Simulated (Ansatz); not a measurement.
# Mg3BiSb: the cost of one run

Method: DFT PBE, scalar-relativistic, plane waves, PAW, in Ansatz 0.2.0.

### 1 Starting point

Symmetry: P3m1, No. 156, trigonal system. The conventional cell has a = 4.664 Å, b = 4.664 Å, c = 7.360 Å, α = 90.00°, β = 90.00°, γ = 120.00°. Around Mg (site symmetry 3m) lie 3 Sb at 3.14 Å and 3 Bi at 3.16 Å. Around Mg (site symmetry 3m) lie 3 Sb at 2.88 Å and 1 Bi at 3.05 Å and 3 Mg at 3.31 Å. Around Mg (site symmetry 3m) lie 3 Bi at 2.92 Å and 1 Sb at 2.95 Å and 3 Mg at 3.31 Å. Around Sb (site symmetry 3m) lie 7 Mg at 2.88 to 3.14 Å. Bi (site symmetry 3m) has 7 Mg at 2.92 to 3.16 Å in its first shell of neighbours.

Coordinates:

```cif
data_structure
_symmetry_space_group_name_H-M 'P3m1'
_symmetry_Int_Tables_number 156
_cell_length_a 4.6643
_cell_length_b 4.6643
_cell_length_c 7.3603
_cell_angle_alpha 90.000
_cell_angle_beta 90.000
_cell_angle_gamma 120.000
_cell_volume 138.68
loop_
_atom_site_label
_atom_site_type_symbol
_atom_site_symmetry_multiplicity
_atom_site_Wyckoff_symbol
_atom_site_fract_x
_atom_site_fract_y
_atom_site_fract_z
_atom_site_occupancy
Mg1 Mg 1 b 0.33333 0.66667 0.00449 1
Mg2 Mg 1 c 0.66667 0.33333 0.36494 1
Mg3 Mg 1 a 0.00000 0.00000 0.62586 1
Sb1 Sb 1 a 0.00000 0.00000 0.22507 1
Bi1 Bi 1 c 0.66667 0.33333 0.77965 1
```

(A quick probe on a coarse mesh, which set the mesh and smearing, is not shown.)

### 3 The relaxation

Contents of input.yaml:

```yaml
crystal:
  lattice:
    - [4.6643404625, 0.0, 0.0]
    - [-2.3321702313, 4.0394373324, 0.0]
    - [0.0, 0.0, 7.360345]
  atoms:
    - { symbol: Mg, position: [0.0, 0.0, 0.004493] }
    - { symbol: Mg, position: [0.33333333, 0.66666667, 0.364936] }
    - { symbol: Mg, position: [0.66666667, 0.33333333, 0.625856] }
    - { symbol: Sb, position: [0.66666667, 0.33333333, 0.22507] }
    - { symbol: Bi, position: [0.33333333, 0.66666667, 0.779645] }
basis:
  ecutwfc: 420
kpoints:
  mp_grid: { grid: [12, 12, 6] }
hamiltonian:
  xc: pbe
scf:
  occupations: { method: gaussian, width: 0.01 }
output:
  forces: true
  stress: true
  eigenvalues: true
relax:
  adjacent_minimum: "off"
  f_tol: 0.01
  max_steps: 80
  cell: { stress_tol: 0.05 }
```

The run is started by

```bash
$ ansatz run input.yaml --threads 1 --pin off --max-ram 2560MiB --backend cpu --events-out ev --progress --plain --runs-dir out
```

**Question.** How long does this run take on 1 thread of Arm Neoverse N1, shared host, and how much memory does it need?

About 5.5 min, with a peak of 0.65 GiB.
